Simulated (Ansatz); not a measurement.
# GaCS (quartet): wave-function methods side by side at a displaced geometry (v2), cc-pVDZ

The task here is to estimate one member of a computed series from the others.

Method: cc-pVDZ, core rule «outside noble gas», up to 20 orbitals frozen; program: Ansatz 0.2.0, Gaussian basis.

Plan: UHF; CCSD(T) on ROHF; CCSD(T) on UHF; BCCD(T) on ROHF; CISD; CCSDT(Q) on ROHF; CCSDT(Q) on UHF.

24 further runs of the same task are left out: 7 for a known fault of the program, 1 for a mislabelled method, 6 that didn't finish, 10 set aside as unsound or not needed.

### What is computed

The geometry is a PBE0/def2-TZVP stationary point (not a proven minimum) with its atoms shifted at random (size 0.100 Å). No spin-orbit coupling is included. The filled d shell of Ga may be among the frozen orbitals whatever the setting's name suggests; the logs give the count.

3 atoms, charge 0, spin multiplicity 4.

Atoms are counted from 1 here; the program's logs count them from 0.

Bond lengths: C1–S2 1.747 Å, C1–Ga3 1.858 Å, S2–Ga3 2.415 Å. Angles: S2–C1–Ga3 84.1°, C1–S2–Ga3 49.9°, C1–Ga3–S2 46.0°.

Set-up of the first run:

Contents of in.yaml:

```yaml
crystal:
  periodic: [false, false, false]
  atoms:
    - {symbol: C, position_ang: [0.100528, -1.148317, 0.569836]}
    - {symbol: S, position_ang: [-0.064346, 0.266841, 1.580943]}
    - {symbol: Ga, position_ang: [0.012275, 0.075095, -0.825224]}
basis:
  gaussian: {orbitals: cc-pVDZ}
magnetization: {spin_polarized: true, initial_magnetization: 3}
hamiltonian: {xc: hf}
output: {orbitals: {seedname: orbitals}}
```

Started as:

```sh
ansatz run in.yaml --threads 1 --pin off --events-out ev --progress --plain --max-ram 2393MiB
```

Steps of the session up to this table: UHF; CCSD(T) on ROHF; CCSD(T) on UHF; BCCD(T) on ROHF; CISD; CCSDT(Q) on ROHF; CCSDT(Q) on UHF.

One table of the session follows, with a row left open; its other results are not shown here.

```
   method  from UCCSDT(Q) (kcal/mol)
     ROHF                    +203.55
      UHF                    +194.46
     RMP2                     +29.11
     UMP2                     +31.18
    RCCSD                     +12.54
    UCCSD                     +11.94
 RCCSD(T)                      +2.38
 UCCSD(T)                      +2.43
  BCCD(T)                      +2.27
   RCCSDT                          ?
   UCCSDT                      +1.17
RCCSDT(Q)                      +0.44
UCCSDT(Q)                          0
```

**Question.** Estimate the row for RCCSDT.

**Answer.** from UCCSDT(Q) (kcal/mol): +1.43. In the column «from UCCSDT(Q) (kcal/mol)» it lies between UCCSDT (+1.17) and BCCD(T) (+2.27).

Not comparable, so not listed: CISD (they don't share determinant, frozen orbitals or solution with the rows shown, or repeat one).

Limits of these values: Restricted and unrestricted rows rest on different reference determinants; where their highest levels disagree by more than a few hundredths of an eV, they describe different states and don't form one ladder.
